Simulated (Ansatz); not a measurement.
# C₃H₈SSi: one species, many methods

The task here is to estimate one member of a computed series from the others.

Program: Ansatz 0.2.0, Gaussian basis. Level of theory: functionals in def2-TZVPP, the program's frozen cores in correlated methods. These are calculated values, not measurements.

The runs, in order: LDA (SPW92), PBE-D4, revPBE-D4, BLYP-D4, r2SCAN-D4, B97M-V, PBE0-D4, B3LYP-D4, r2SCANh-D4, r2SCAN0-D4, HSE06-D4, BHLYP-D4, CAM-B3LYP-D4, LC-ωPBE, ωB97X-V, ωB97M-V, B2PLYP, PBE-QIDH; CCSD(T)/def2-SVP; CCSD(T)/def2-TZVPP; MP2/def2-QZVPP; extrapolation to the limit; RPA on PBE.

## Structure used throughout

The geometry comes from an earlier relaxation with PBE0-D4 in a triple-zeta def2 set; it is a stationary point, not always the lowest conformer.

SMILES `CC[Si]SC`, 13 atoms, charge 0, spin multiplicity 1.

Atoms are counted from 1 here; the program's logs count them from 0.

Bond lengths: C1–C2 1.533 Å, C1–H6 1.094 Å, C1–H7 1.093 Å, C1–H8 1.093 Å, C2–Si3 1.911 Å, C2–H9 1.093 Å, C2–H10 1.095 Å, Si3–S4 2.119 Å, S4–C5 1.815 Å, C5–H11 1.089 Å, C5–H12 1.088 Å, C5–H13 1.090 Å. Angles: C2–C1–H6 111.6°, C2–C1–H7 111.4°, C2–C1–H8 111.8°, H6–C1–H7 107.2°, H6–C1–H8 106.9°, H7–C1–H8 107.6°, C1–C2–Si3 108.6°, C1–C2–H9 110.7°, C1–C2–H10 109.3°, Si3–C2–H9 113.8°, Si3–C2–H10 107.3°, H9–C2–H10 107.0°, C2–Si3–S4 102.7°, Si3–S4–C5 112.3°, S4–C5–H11 110.6°, S4–C5–H12 111.2°, S4–C5–H13 107.0°, H11–C5–H12 109.8° and more.

The first run:

File in.yaml:

```yaml
crystal:
  periodic: [false, false, false]
  atoms:
    - {symbol: C, position_ang: [-1.535185, 0.536908, -0.572418]}
    - {symbol: C, position_ang: [-0.787609, -0.801231, -0.612532]}
    - {symbol: Si, position_ang: [0.697178, -0.635325, -1.803453]}
    - {symbol: S, position_ang: [2.233261, 0.089548, -0.536215]}
    - {symbol: C, position_ang: [1.707754, 0.182021, 1.198693]}
    - {symbol: H, position_ang: [-1.827165, 0.866308, -1.574253]}
    - {symbol: H, position_ang: [-2.449232, 0.465260, 0.022684]}
    - {symbol: H, position_ang: [-0.921336, 1.332728, -0.142232]}
    - {symbol: H, position_ang: [-0.510042, -1.118711, 0.395799]}
    - {symbol: H, position_ang: [-1.449170, -1.572947, -1.020886]}
    - {symbol: H, position_ang: [1.539453, -0.815790, 1.601247]}
    - {symbol: H, position_ang: [0.804895, 0.780426, 1.305620]}
    - {symbol: H, position_ang: [2.517798, 0.656005, 1.752546]}
basis:
  gaussian: {orbitals: def2-TZVPP}
hamiltonian: {xc: lda}
output: {orbitals: {seedname: orbitals}}
```

Launch:

```
$ ansatz run in.yaml --threads 4 --pin off --events-out ev --progress --plain --max-ram 10444MiB
```

Among the steps run: LDA; PBE-D4 (GGA); revPBE-D4 (GGA); BLYP-D4 (GGA); r2SCAN-D4 (meta-GGA); B97M-V (meta-GGA); B3LYP-D4 (hybrid); r2SCANh-D4 (hybrid); r2SCAN0-D4 (hybrid); HSE06-D4 (hybrid); BHLYP-D4 (hybrid); CAM-B3LYP-D4 (range-separated); LC-ωPBE (range-separated); ωB97X-V (range-separated); ωB97M-V (range-separated); B2PLYP (double hybrid); PBE-QIDH (double hybrid).

One of the session's tables, all rows but one given; the rest of the session is left out.

It belongs to the step «Frontier levels by functional». 

```
  functional  HOMO (eV)  LUMO (eV)  gap (eV)
 LDA (SPW92)      -5.33      -2.85      2.48
      PBE-D4      -5.23      -2.67      2.55
   revPBE-D4      -5.18      -2.60      2.58
     BLYP-D4      -5.10      -2.51      2.59
   r2SCAN-D4      -5.41      -2.58      2.83
      B97M-V      -5.49      -2.53      2.96
     PBE0-D4      -6.26      -1.90      4.36
    B3LYP-D4          ?          ?         ?
  r2SCANh-D4      -5.80      -2.29      3.51
  r2SCAN0-D4      -6.38      -1.85      4.53
    HSE06-D4      -5.87      -2.28      3.60
    BHLYP-D4      -7.20      -0.99      6.22
CAM-B3LYP-D4      -7.54      -0.83      6.71
     LC-ωPBE      -8.82       0.19      9.01
     ωB97X-V      -8.50       0.12      8.62
     ωB97M-V      -8.34       0.01      8.35
```

Q: Estimate the row for B3LYP-D4 from the others.

Worked estimate for «HOMO (eV)». Against the share of exact exchange, BLYP-D4 (0, -5.10), BHLYP-D4 (0.5, -7.20) give a slope of -4.20 per unit share; at 0.2 the line stands at -5.94.

As computed: HOMO (eV): -6.09; LUMO (eV): -2.06; gap (eV): 4.03. In «HOMO (eV)» the line misses by +0.15.
